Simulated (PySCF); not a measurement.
# C3H10Sn (SnHMe3): the cost of one run

Computed with PySCF 2.14.0 and routines of our own; the level stands in each step. Atoms count from 0.

### 1 The starting structure

14 atoms, charge 0, multiplicity 1; geometry from: GFN2-xTB.

### 2 Relaxing the molecule at PBE0-D3(BJ)/def2-SVP

The job: settings as JSON, then the geometry in Å.

```
{"job": {"xc": "PBE0", "basis": "def2-SVP", "d3": "d3bj", "grid": 1, "maxiter": 30, "shake": 0.03, "kind": "geom"}, "charge": 0, "multiplicity": 1}
Sn     0.063910    -0.074070     0.563500
H     -0.005700    -0.002120     2.239800
C      2.003950     0.000430    -0.178410
H      2.704480     0.865600     0.232960
H      2.076240     0.041870    -1.267110
H      2.565160    -0.882010     0.147500
C     -1.011050     1.779160    -0.141860
H     -2.019690     1.805990     0.189490
H     -1.049790     1.825940    -1.168730
H     -0.559820     2.674940     0.248870
C     -1.053450    -1.803000    -0.097720
H     -2.042210    -1.788800     0.223680
H     -0.630690    -2.652610     0.237580
H     -1.060770    -1.835140    -1.186340
```

Started as:

```console
$ OMP_NUM_THREADS=1 python heavy_run.py task.json out
```

The driver reads the jobs from task.json and runs them one after another.

Q: Estimate the wall time and peak memory of this first job on 1 thread of AMD EPYC 9R45, shared host.

About 22 s, with a peak of 0.47 GiB.
